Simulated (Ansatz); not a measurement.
# CH5Al2N: the cost of one run

Program: Ansatz 0.2.0. Level of theory: RKS B3LYP/def2-SVP. These are calculated values, not measurements.

## Step 1: The structure to begin with

Bond lengths: Al1–N2 1.882 Å, N2–C3 1.444 Å, N2–Al4 1.926 Å, C3–Al4 1.836 Å, Al1–H5 1.633 Å, Al1–H6 1.624 Å, C3–H7 1.123 Å, C3–H8 1.176 Å, Al4–H9 1.672 Å. Angles (14 of 15 angles, heavy atoms first): Al1–N2–C3 111.3°, Al1–N2–Al4 105.6°, C3–N2–Al4 64.1°, N2–C3–Al4 70.8°, N2–Al4–C3 45.1°, N2–Al1–H5 120.5°, N2–Al1–H6 122.2°, N2–C3–H7 114.8°, N2–C3–H8 116.9°, Al4–C3–H7 117.7°, Al4–C3–H8 117.4°, N2–Al4–H9 152.0°, C3–Al4–H9 162.9°, H5–Al1–H6 116.4°.

As a file:

```xyz
9

Al   -0.3809    1.0757   -1.1767
N    -0.4382   -0.6923   -0.5346
C     0.7460   -1.0115    0.2276
Al   -0.6047   -0.5419    1.3785
H    -0.4418    1.3778   -2.7806
H    -0.0124    2.3342   -0.2181
H     1.0515   -2.0913    0.1934
H     1.6559   -0.2733    0.1304
H    -1.4869   -0.2237    2.7630
```

## Step 2: End point A

input.yaml

```yaml
crystal:
  periodic: [false, false, false]
  atoms:
    - { symbol: Al, position_ang: [-0.3809, 1.0757, -1.1767] }
    - { symbol: "N", position_ang: [-0.4382, -0.6923, -0.5346] }
    - { symbol: C, position_ang: [0.746, -1.0115, 0.2276] }
    - { symbol: Al, position_ang: [-0.6047, -0.5419, 1.3785] }
    - { symbol: H, position_ang: [-0.4418, 1.3778, -2.7806] }
    - { symbol: H, position_ang: [-0.0124, 2.3342, -0.2181] }
    - { symbol: H, position_ang: [1.0515, -2.0913, 0.1934] }
    - { symbol: H, position_ang: [1.6559, -0.2733, 0.1304] }
    - { symbol: H, position_ang: [-1.4869, -0.2237, 2.763] }
basis:
  gaussian: { orbitals: def2-SVP }
hamiltonian:
  xc: b3lyp
relax:
  f_tol: 0.02
  max_steps: 50
```

Started as:

```console
$ ansatz run input.yaml --threads 2 --pin off --max-ram 3072MiB --backend cpu --events-out ev --progress --plain --runs-dir out
```

Q: Estimate wall time and peak memory on 2 threads of Intel Xeon Platinum 8488C (Sapphire Rapids), shared host.

About 31 s, with a peak of 0.19 GiB.
